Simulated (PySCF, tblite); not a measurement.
# C5H12N2OSi: geometry, infrared bands and NMR shifts

What infrared bands and NMR shifts should C5H12N2OSi (`CO[C@@](C)(CC#N)[SiH2]N`) show?

Computed with tblite 0.8.0 and PySCF 2.14.0, with density-fitted response routines of our own, on a single molecule in the gas phase. Atoms are numbered from 0 throughout.

## 1. The starting structure

21 atoms, charge 0, multiplicity 1; geometry from: force field or distance geometry start.

Bonds of the start (Å): C0–O1 1.36, O1–C2 1.36, C2–C3 1.52, C2–C4 1.49, C4–C5 1.47, C5–N6 1.15, C2–Si7 1.89, Si7–N8 1.78, C0–H9 1.12, C0–H10 1.13, C0–H11 1.10, C3–H12 1.09, C3–H13 1.12, C3–H14 1.11, C4–H15 1.13, C4–H16 1.11, Si7–H17 1.49, Si7–H18 1.45, N8–H19 1.03, N8–H20 1.02.

## 2. Relaxing the molecule with GFN2-xTB

What the job is given:

```
{"job": {"kind": "relax", "xc": "GFN2-xTB", "basis": "xTB"}, "charge": 0, "multiplicity": 1}
C     -1.723100    -0.476700     1.764800
O     -0.423900    -0.654900     1.392300
C     -0.169200    -0.181400     0.146000
C     -1.066600    -0.886000    -0.862800
C     -0.247500     1.303300     0.130400
C     -0.000100     1.875200    -1.202600
N      0.192300     2.329500    -2.239000
Si     1.574500    -0.595700    -0.445400
N      2.722600     0.198800     0.655700
H     -2.414900    -0.999200     1.063300
H     -1.917400    -0.952900     2.773700
H     -2.072300     0.555500     1.882800
H     -2.096600    -0.515700    -0.888000
H     -0.567000    -0.895800    -1.866400
H     -1.114600    -1.941000    -0.512400
H      0.542800     1.700300     0.831500
H     -1.184800     1.751500     0.507400
H      1.681700     0.114700    -1.747300
H      1.765100    -2.029200    -0.575600
H      3.335200     0.848000     0.143600
H      3.174800    -0.531400     1.202200
```

Command:

```
OMP_NUM_THREADS=1 python probes_run.py task.json out
```

The driver reads the jobs from task.json and runs them one after another.

**Question.** This job is followed by: GFN2-xTB harmonic vibrations, gas phase; GIAO PBE0/pcSseg-1 NMR shielding, non-relativistic, gas phase. What will the session give for the following? strongest single infrared mode (GFN2-xTB); zero-point energy (GFN2-xTB); ¹³C shifts against TMS (PBE0/pcSseg-1); ¹H shifts against TMS (PBE0/pcSseg-1, means over atoms taken as alike); ¹⁷O shifts against H2O (PBE0/pcSseg-1); ¹⁵N shifts against NH3 (PBE0/pcSseg-1); ²⁹Si shifts against TMS (PBE0/pcSseg-1).

**Answer**, as computed:

| quantity | value |
| --- | --- |
| strongest single infrared mode (GFN2-xTB) | 2215 cm⁻¹, 374 km/mol |
| zero-point energy (GFN2-xTB) | 102.8 kcal/mol |
| ¹³C shifts against TMS (PBE0/pcSseg-1) | 123.7, 72.0, 49.1, 21.7, 20.0 ppm |
| ¹H shifts against TMS (PBE0/pcSseg-1, means over atoms taken as alike) | 5.00, 4.65, 3.34, 2.90, 2.71, 1.56, 0.31 ppm |
| ¹⁷O shifts against H2O (PBE0/pcSseg-1) | 34.1 ppm |
| ¹⁵N shifts against NH3 (PBE0/pcSseg-1) | 304.9, 3.2 ppm |
| ²⁹Si shifts against TMS (PBE0/pcSseg-1) | -30.2 ppm |

Over 133 steps the energy fell by 0.925 eV; of the close pairs, O1–C2 changed most, 1.357 to 1.430 Å. No mode is imaginary among the 57: a minimum at this level. The strongest single mode, at 2215 cm⁻¹, moves mainly H18. Unscaled tight-binding wavenumbers are off by several per cent, some by more. Its intensities can rank the bands wrongly. The most deshielded carbon is C5 (nitrile carbon), at 123.7 ppm: C≡N carbons fall here, among the sp2 signals but without a proton. At PBE0/pcSseg-1: The largest span, 503 ppm, is at N6, where the paramagnetic term is -378 ppm.
